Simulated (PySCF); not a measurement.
# C₃H₆BNO₂: electronic excitations and core binding energies

Aim: predict the electronic excitations and core binding energies of C₃H₆BNO₂ (`OB(O)[C@H]1C=NC1`).

Computed with PySCF 2.14.0, with density-fitted response routines of our own, on a single molecule in the gas phase. Atoms are numbered from 0 throughout.

## (1) Starting geometry

13 atoms, charge 0, multiplicity 1; geometry from: GFN2-xTB.

Bonds of the start (Å): O0–B1 1.34, B1–O2 1.36, B1–C3 1.60, C3–C4 1.50, C4–N5 1.28, N5–C6 1.47, C6–C3 1.55, O0–H7 0.96, O2–H8 0.96, C3–H9 1.09, C4–H10 1.08, C6–H11 1.09, C6–H12 1.09.

## (2) TDDFT and polarisability: CAM-B3LYP/def2-SVPD

The job: settings as JSON, then the geometry in Å.

```
{"job": {"kind": "uv", "xc": "CAM-B3LYP", "basis": "def2-SVPD", "nstates": 8, "ntriplets": 3}, "charge": 0, "multiplicity": 1}
O      1.493391    -1.366396    -0.495007
B      1.205501    -0.106601    -0.127448
O      2.138286     0.861528    -0.333587
C     -0.227240     0.202961     0.520440
C     -1.165079     1.033077    -0.298978
N     -2.092754     0.171962    -0.476284
C     -1.367832    -0.832573     0.321177
H      2.359877    -1.480230    -0.888393
H      1.911615     1.753217    -0.076985
H     -0.127028     0.554802     1.550528
H     -1.124538     2.042747    -0.676210
H     -1.910624    -1.120415     1.219054
H     -1.097965    -1.713594    -0.256035
```

Level: TDDFT CAM-B3LYP/def2-SVPD, vertical, gas phase, core orbitals frozen in the response.

Run with:

```bash
$ OMP_NUM_THREADS=1 python probes_run.py task.json out
```

One launch serves the whole session: the jobs run in the order shown.

Log:

```text
coarse grid: 11304 points
cycle   1  E = -347.4259993118  dE =  1.277e+00  |g| = 8.743e-01  |ddm| = 5.320e+00
cycle   2  E = -347.3506173730  dE =  7.538e-02  |g| = 1.120e+00  |ddm| = 2.244e+00
cycle   3  E = -347.5801376028  dE = -2.295e-01  |g| = 8.443e-02  |ddm| = 1.223e+00
cycle   4  E = -347.5811089840  dE = -9.714e-04  |g| = 5.983e-02  |ddm| = 1.873e-01
cycle   5  E = -347.5818513818  dE = -7.424e-04  |g| = 1.058e-02  |ddm| = 9.604e-02
cycle   6  E = -347.5818761080  dE = -2.473e-05  |g| = 4.177e-03  |ddm| = 2.265e-02
cycle   7  E = -347.5818802417  dE = -4.134e-06  |g| = 8.252e-04  |ddm| = 7.354e-03
final grid: 110472 points
cycle   8  E = -347.6528313991  dE = -4.184e-05  |g| = 3.158e-03  |ddm| = 7.085e-02
cycle   9  E = -347.6528322153  dE = -8.162e-07  |g| = 2.746e-03  |ddm| = 1.155e-02
cycle  10  E = -347.6528340216  dE = -1.806e-06  |g| = 2.142e-04  |ddm| = 3.976e-03
cycle  11  E = -347.6528340284  dE = -6.834e-09  |g| = 1.799e-04  |ddm| = 6.232e-04
cycle  12  E = -347.6528340352  dE = -6.824e-09  |g| = 4.083e-05  |ddm| = 3.522e-04
cycle  13  E = -347.6528340356  dE = -3.868e-10  |g| = 1.296e-05  |ddm| = 7.704e-05
converged SCF energy = -347.6528340356

Static polarisability (au): isotropic 59.163, principal 48.717 61.334 67.437

Singlet excitations
state   eV       nm        f      main configurations
  1   5.1320    241.6   0.00125   H->L+1 0.84
  2   6.7849    182.7   0.01144   H->L 0.79, H->L+3 0.09
  3   7.3894    167.8   0.02085   H->L+3 0.51, H-1->L 0.16, H-1->L+1 0.14
  4   7.4294    166.9   0.03355   H-2->L+1 0.38, H->L+3 0.15, H-1->L+1 0.11
  5   7.4996    165.3   0.03246   H-2->L+1 0.34, H->L+2 0.26, H->L+4 0.10
  6   7.5700    163.8   0.02728   H->L+2 0.35, H-1->L 0.29, H-1->L+1 0.08
  7   7.7862    159.2   0.06858   H-1->L+1 0.46, H-1->L 0.29, H-1->L+2 0.10
  8   8.0421    154.2   0.00303   H->L+4 0.60, H->L+5 0.08, H->L+2 0.08

Triplet excitations (Tamm-Dancoff, eV): 4.3201 4.7161 6.7137
```

Wall time 70 s (1 thread of Arm Neoverse N1, shared host); peak memory 0.85 GiB.

The orbitals next to the gap, with their largest atomic shares:

| orbital | eV | atoms |
| --- | --- | --- |
| HOMO−3 | -11.18 | O2 34 %, O0 25 %, B1 9 % |
| HOMO−2 | -10.80 | C6 26 %, C3 25 %, C4 17 % |
| HOMO−1 | -9.70 | N5 39 %, C4 26 %, C3 9 % |
| HOMO | -8.70 | N5 57 %, C3 12 %, C6 11 % |
| LUMO | 0.41 | B1 44 %, O2 15 %, H8 10 % |
| LUMO+1 | 1.01 | N5 31 %, C4 31 %, H10 7 % |
| LUMO+2 | 1.28 | O2 27 %, O0 18 %, H8 12 % |

With each of the 8 states as a Gaussian band of 0.4 eV half-width at 1/e, the curve within the window shown has maxima at 164 nm (ε 6,400) L/(mol cm). Beyond the last state computed it falls off for lack of states. The curve at chosen wavelengths:

nm, ε (L/mol/cm) and a bar:
```
      149        525 ##
      154       2350 ###########
      159       5113 ########################
      164       6387 ##############################
      169       5043 ########################
      174       2736 #############
      179       1256 ######
      184        664 ###
      189        386 ##
      194        191 #
      199         74 
      204         23 
      209          6 
      213          4 
      218          7 
      223         15 
      228         27 
      233         40 
      238         48 
      243         50 
      248         46 
      253         37 
      258         27 
      263         18 
      268         11 
      273          6
```

Leading natural transition orbitals of singlet state 7: the hole lies on N5 40 %; C4 23 %; C3 9 %; the particle on H8, H10 about 18 % each; C4 14 %; N5 13 %.

Leading natural transition orbitals of singlet state 1: the hole lies on N5 62 %; C3, C6 about 10 % each; C4 8 %; the particle on N5 37 %; C4 36 %; H10 12 %.

Further results of this job:

| property | computed |
| --- | --- |
| dipole moment (D) | 3.24 |
| polarisability (Å³) | 8.77 |
| HOMO–LUMO gap (eV) | 9.11 |
| −ε(HOMO) (eV) | 8.70 |

The fields below are evaluated on a grid from the run's orbitals.

Frontier orbitals at CAM-B3LYP/def2-SVPD, with the share of their density that lies nearest to each atom:

| orbital | energy (eV) | lies on |
| --- | --- | --- |
| HOMO | -8.70 | N5 61 %; C3 12 %; C6 9 % |
| LUMO | 0.41 | H8 30 %; H7 19 %; O2 13 % |

ELF in a plane through or near 5 of the atoms.

Ten even steps from '0' (0.00) to '9' (0.99):
```
0000000000000000000000000000
0000000000000000000000000000
0000000000000000000000000000
0000000000000000000000000000
0000000111000001210000000000
0000002787500002322110000000
0000014999600013444431000000
0002467887301368766543100000
0003589437435558843333100000
0002588887249512521211000000
0000122231318868953541000000
0000000136533458722884100000
0000002368851004545997400000
0000024568874004765454200000
0000001247874003653110000000
0000000013431000110000000000
0000000000000000000000000000
0000000000000000000000000000
0000000000000000000000000000
0000000000000000000000000000
```
The map spans 10.0 Å across and 9.4 Å up, centred on the molecule. Atoms in the plane (x, y in Å): B1 (-1.2, -0.2), O2 (-2.2, 0.7), C3 (0.3, 0.2), C6 (1.4, -0.8), H8 (-2.0, 1.6).

On the surface of density 0.002 e/bohr³ the electrostatic potential runs, from the 1st to the 99th percentile, from -2.02 V near N5 to 2.67 V near H8.

## (3) X-ray photoelectron lines: SCAN, X2C

Settings changed since step 2:

```diff
@@ -1,2 +1,2 @@
-{"job": {"kind": "uv", "xc": "CAM-B3LYP", "basis": "def2-SVPD", "nstates": 8, "ntriplets": 3}, "charge": 0, "multiplicity": 1}
+{"job": {"kind": "xps"}, "charge": 0, "multiplicity": 1}
 O      1.493391    -1.366396    -0.495007
```

Level: delta-SCF UKS SCAN, pcX-2 on the ionised atom, pcseg-1 elsewhere, spin-free X2C.

Log:

```text
ground state, core basis on atom 0 (O), 159 functions
  cycle   1  E = -347.85860316  |g| = 9.83e-01
  cycle   2  E = -347.51801628  |g| = 1.66e+00
  cycle   3  E = -348.02504519  |g| = 2.35e-01
  cycle   4  E = -348.03542956  |g| = 1.06e-01
  cycle   5  E = -348.03767650  |g| = 3.88e-02
  cycle   6  E = -348.03800633  |g| = 1.07e-02
  cycle   7  E = -348.03802303  |g| = 5.34e-03
  cycle   8  E = -348.03802717  |g| = 2.08e-03
  cycle   9  E = -348.03802970  |g| = 3.07e-04
  E(ground) = -348.05348617 Eh
hole in O 1s of atom 0
  cycle   1  E = -327.41885223  |g| = 2.22e+00
  cycle   2  E = -325.01114316  |g| = 2.60e+00
  cycle   3  E = -327.48133817  |g| = 1.22e+00
  cycle   4  E = -328.07491847  |g| = 5.65e-01
  cycle   5  E = -328.16365437  |g| = 3.29e-01
  cycle   6  E = -328.21372770  |g| = 9.58e-02
  cycle   7  E = -328.21846404  |g| = 1.66e-02
  cycle   8  E = -328.21856687  |g| = 8.69e-03
  cycle   9  E = -328.21859862  |g| = 3.26e-03
  cycle  10  E = -328.21860259  |g| = 1.66e-03
  cycle  11  E = -328.21860341  |g| = 4.11e-04
  E(ion) = -328.23473884 Eh   <S^2> = 0.7609   hole on atom = 1.000   binding energy = 539.296 eV
ground state, core basis on atom 1 (B), 159 functions
  cycle   1  E = -348.00654551  |g| = 8.57e-02
  cycle   2  E = -348.00462229  |g| = 1.26e-01
  cycle   3  E = -348.00751432  |g| = 1.82e-02
  cycle   4  E = -348.00753383  |g| = 1.47e-02
  cycle   5  E = -348.00757753  |g| = 3.95e-03
  cycle   6  E = -348.00758171  |g| = 8.60e-04
  cycle   7  E = -348.00758334  |g| = 2.46e-04
  E(ground) = -348.02654722 Eh
hole in B 1s of atom 1
  cycle   1  E = -340.36100357  |g| = 1.18e+00
  cycle   2  E = -337.98431414  |g| = 2.16e+00
  cycle   3  E = -340.28693598  |g| = 9.56e-01
  cycle   4  E = -340.69493430  |g| = 3.35e-01
  cycle   5  E = -340.72723248  |g| = 2.19e-01
  cycle   6  E = -340.75054343  |g| = 6.47e-02
  cycle   7  E = -340.75217473  |g| = 2.71e-02
  cycle   8  E = -340.75247649  |g| = 8.38e-03
  cycle   9  E = -340.75250052  |g| = 6.89e-03
  cycle  10  E = -340.75252285  |g| = 2.76e-03
  cycle  11  E = -340.75252973  |g| = 1.64e-03
  cycle  12  E = -340.75253362  |g| = 9.54e-04
  cycle  13  E = -340.75253668  |g| = 7.11e-04
  cycle  14  E = -340.75253816  |g| = 4.86e-04
  E(ion) = -340.77092535 Eh   <S^2> = 0.7885   hole on atom = 1.000   binding energy = 197.436 eV
ground state, core basis on atom 3 (C), 159 functions
  cycle   1  E = -348.01037187  |g| = 5.77e-02
  cycle   2  E = -348.01033874  |g| = 1.99e-02
  cycle   3  E = -348.01025139  |g| = 2.78e-02
  cycle   4  E = -348.01041590  |g| = 7.68e-03
  cycle   5  E = -348.01043026  |g| = 8.16e-04
  cycle   6  E = -348.01043149  |g| = 2.60e-04
  E(ground) = -348.02847729 Eh
hole in C 1s of atom 3
  cycle   1  E = -336.76707271  |g| = 1.52e+00
  cycle   2  E = -335.82661886  |g| = 2.02e+00
  cycle   3  E = -337.20614975  |g| = 5.44e-01
  cycle   4  E = -337.22642570  |g| = 4.78e-01
  cycle   5  E = -337.33310610  |g| = 9.17e-02
  cycle   6  E = -337.33591019  |g| = 4.49e-02
  cycle   7  E = -337.33667309  |g| = 1.03e-02
  cycle   8  E = -337.33670843  |g| = 6.69e-03
  cycle   9  E = -337.33673018  |g| = 2.27e-03
  cycle  10  E = -337.33673361  |g| = 1.56e-03
  cycle  11  E = -337.33673684  |g| = 6.70e-04
  cycle  12  E = -337.33673793  |g| = 3.97e-04
  E(ion) = -337.35284579 Eh   <S^2> = 0.7703   hole on atom = 1.000   binding energy = 290.499 eV
ground state, core basis on atom 4 (C), 159 functions
  cycle   1  E = -348.01275080  |g| = 5.92e-02
  cycle   2  E = -348.01255536  |g| = 3.63e-02
  cycle   3  E = -348.01243305  |g| = 4.28e-02
  cycle   4  E = -348.01283289  |g| = 1.05e-02
  cycle   5  E = -348.01285940  |g| = 7.71e-04
  cycle   6  E = -348.01285988  |g| = 3.58e-04
  E(ground) = -348.03129606 Eh
hole in C 1s of atom 4
  cycle   1  E = -336.73137558  |g| = 1.51e+00
  cycle   2  E = -334.13472224  |g| = 2.38e+00
  cycle   3  E = -336.64431135  |g| = 1.14e+00
  cycle   4  E = -337.18959350  |g| = 5.04e-01
  cycle   5  E = -337.24586828  |g| = 3.43e-01
  cycle   6  E = -337.29771155  |g| = 9.38e-02
  cycle   7  E = -337.30131452  |g| = 2.68e-02
  cycle   8  E = -337.30178911  |g| = 1.17e-02
  cycle   9  E = -337.30198717  |g| = 7.26e-03
  cycle  10  E = -337.30213291  |g| = 5.63e-03
  cycle  11  E = -337.30218660  |g| = 4.00e-03
  cycle  12  E = -337.30220399  |g| = 2.09e-03
  cycle  13  E = -337.30220947  |g| = 8.53e-04
  cycle  14  E = -337.30220964  |g| = 4.43e-04
  E(ion) = -337.31901205 Eh   <S^2> = 0.8379   hole on atom = 1.000   binding energy = 291.496 eV
ground state, core basis on atom 5 (N), 159 functions
  cycle   1  E = -348.02301202  |g| = 7.64e-02
  cycle   2  E = -348.02240600  |g| = 5.89e-02
  cycle   3  E = -348.02221218  |g| = 6.56e-02
  cycle   4  E = -348.02316455  |g| = 7.28e-03
  cycle   5  E = -348.02317830  |g| = 8.07e-04
  cycle   6  E = -348.02317852  |g| = 2.36e-04
  E(ground) = -348.04002739 Eh
hole in N 1s of atom 5
  cycle   1  E = -332.45054703  |g| = 1.86e+00
  cycle   2  E = -329.95116842  |g| = 2.57e+00
  cycle   3  E = -332.66177556  |g| = 1.03e+00
  cycle   4  E = -333.09860595  |g| = 4.24e-01
  cycle   5  E = -333.14726497  |g| = 2.17e-01
  cycle   6  E = -333.16580188  |g| = 4.65e-02
  cycle   7  E = -333.16688450  |g| = 1.34e-02
  cycle   8  E = -333.16697908  |g| = 4.97e-03
  cycle   9  E = -333.16699151  |g| = 2.71e-03
  cycle  10  E = -333.16699696  |g| = 1.34e-03
  cycle  11  E = -333.16699862  |g| = 6.91e-04
  cycle  12  E = -333.16699903  |g| = 3.17e-04
  E(ion) = -333.18294681 Eh   <S^2> = 0.7832   hole on atom = 1.000   binding energy = 404.282 eV
ground state, core basis on atom 6 (C), 159 functions
  cycle   1  E = -348.01149302  |g| = 5.80e-02
  cycle   2  E = -348.01138011  |g| = 2.85e-02
  cycle   3  E = -348.01121178  |g| = 3.92e-02
  cycle   4  E = -348.01154843  |g| = 8.76e-03
  cycle   5  E = -348.01156484  |g| = 6.44e-04
  cycle   6  E = -348.01156853  |g| = 2.72e-04
  E(ground) = -348.02940790 Eh
hole in C 1s of atom 6
  cycle   1  E = -336.74780668  |g| = 1.51e+00
  cycle   2  E = -335.74493449  |g| = 2.05e+00
  cycle   3  E = -337.24529557  |g| = 4.03e-01
  cycle   4  E = -337.29265207  |g| = 2.23e-01
  cycle   5  E = -337.31048201  |g| = 1.03e-01
  cycle   6  E = -337.31436999  |g| = 3.29e-02
  cycle   7  E = -337.31479792  |g| = 1.56e-02
  cycle   8  E = -337.31489955  |g| = 8.33e-03
  cycle   9  E = -337.31494013  |g| = 2.73e-03
  cycle  10  E = -337.31494906  |g| = 1.63e-03
  cycle  11  E = -337.31495239  |g| = 1.08e-03
  cycle  12  E = -337.31495435  |g| = 4.45e-04
  E(ion) = -337.33161900 Eh   <S^2> = 0.7781   hole on atom = 1.000   binding energy = 291.102 eV
```

It took 2.5 min on 1 thread of Arm Neoverse N1, shared host; peak memory 0.59 GiB.

The holes in one table. −ε is the ground-state orbital energy:

| hole | stands for | environment | ΔSCF (eV) | −ε (eV) | ⟨S²⟩ |
| --- | --- | --- | --- | --- | --- |
| O1s on O0 | O0, O2 | oxygen bonded to B, H | 539.30 | 517.1 | 0.761 |
| B1s on B1 | B1 | boron bonded to C, 2 O | 197.44 | 181.2 | 0.788 |
| C1s on C3 | C3 | sp3 CH bonded to B | 290.50 | 273.6 | 0.770 |
| C1s on C4 | C4 | C=N carbon | 291.50 | 274.6 | 0.838 |
| N1s on N5 | N5 | imine nitrogen | 404.28 | 385.6 | 0.783 |
| C1s on C6 | C6 | sp3 CH2 bonded to N | 291.10 | 274.1 | 0.778 |

Each hole run stands for the others of its class of like atoms.

## (4) Summary of results

| quantity | value |
| --- | --- |
| lowest singlet (CAM-B3LYP/def2-SVPD) | 5.13 eV (242 nm), f = 0.001 |
| brightest single state of those computed | state 7, 7.79 eV, f = 0.069 |
| lowest triplet | 4.32 eV |
| surface potential, 1st and 99th percentile | -2.02 V and 2.67 V |
| C1s binding energies, SCAN/pcX-2 | C4 291.50, C6 291.10, C3 290.50 eV |
| O1s binding energies, SCAN/pcX-2 | O0 539.30 eV |
| B1s binding energies, SCAN/pcX-2 | B1 197.44 eV |
| N1s binding energies, SCAN/pcX-2 | N5 404.28 eV |

**Reading.** The lowest singlet, at 5.13 eV, is HOMO→LUMO+1 0.84 and is weak; of the 8 states computed, the strongest absorption comes from state 7 at 7.79 eV. The lowest triplet lies 0.81 eV below the lowest singlet (triplets in Tamm-Dancoff, singlets in full TDDFT). The C1s levels kept as sound span 1.00 eV, from C3 (sp3 CH bonded to B) up to C4 (C=N carbon).
